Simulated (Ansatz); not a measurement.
# GaAs: the cost of one run

Program: Ansatz 0.2.0. Level of theory: DFT r2SCAN, scalar-relativistic, plane waves, PAW, and further levels as typed in the inputs. These are calculated values, not measurements.

## (1) The structure to begin with

It takes space group F-43m (No. 216, cubic). The conventional cell has a = 5.653 Å, b = 5.653 Å, c = 5.653 Å, α = 90.00°, β = 90.00°, γ = 90.00°. Around Ga (site symmetry -43m) lie 4 As at 2.45 Å. Around As (site symmetry -43m) lie 4 Ga at 2.45 Å.

Structure file:

```xyz
2
Lattice="0.0000 2.8266 2.8266 2.8266 0.0000 2.8266 2.8266 2.8266 0.0000" Properties=species:S:1:pos:R:3 pbc="T T T"
Ga    0.0000    0.0000    0.0000
As    1.4133    1.4133    1.4133
```

## (2) Single point: GaAs, no spin

The input, input.yaml:

```yaml
crystal:
  lattice:
    - [0.0, 2.82665, 2.82665]
    - [2.82665, 0.0, 2.82665]
    - [2.82665, 2.82665, 0.0]
  atoms:
    - { symbol: Ga, position: [0.0, 0.0, 0.0] }
    - { symbol: As, position: [0.25, 0.25, 0.25] }
scf:
  occupations: { method: gaussian, width: 0.01 }
  n_extra_bands: 12
output:
  eigenvalues: true
  eigenstates: { kpoints: [[0, 0, 0]], e_range: [-2, 2] }
  write_density: true
  write_potential: true
  elf: true
  volumetric_format: npy
hamiltonian:
  xc: r2scan
kpoints:
  mp_grid: { grid: [6, 6, 6] }
```

The run is started by

```bash
> ansatz run input.yaml --threads 4 --pin off --max-ram 16384MiB --backend cpu --events-out ev --progress --plain --runs-dir out
```

What time and memory should one allow on 4 threads of Intel Xeon Platinum 8259CL at 2.50GHz (Skylake/Cascade Lake), shared host?

About 1.5 s, with a peak of 0.47 GiB.
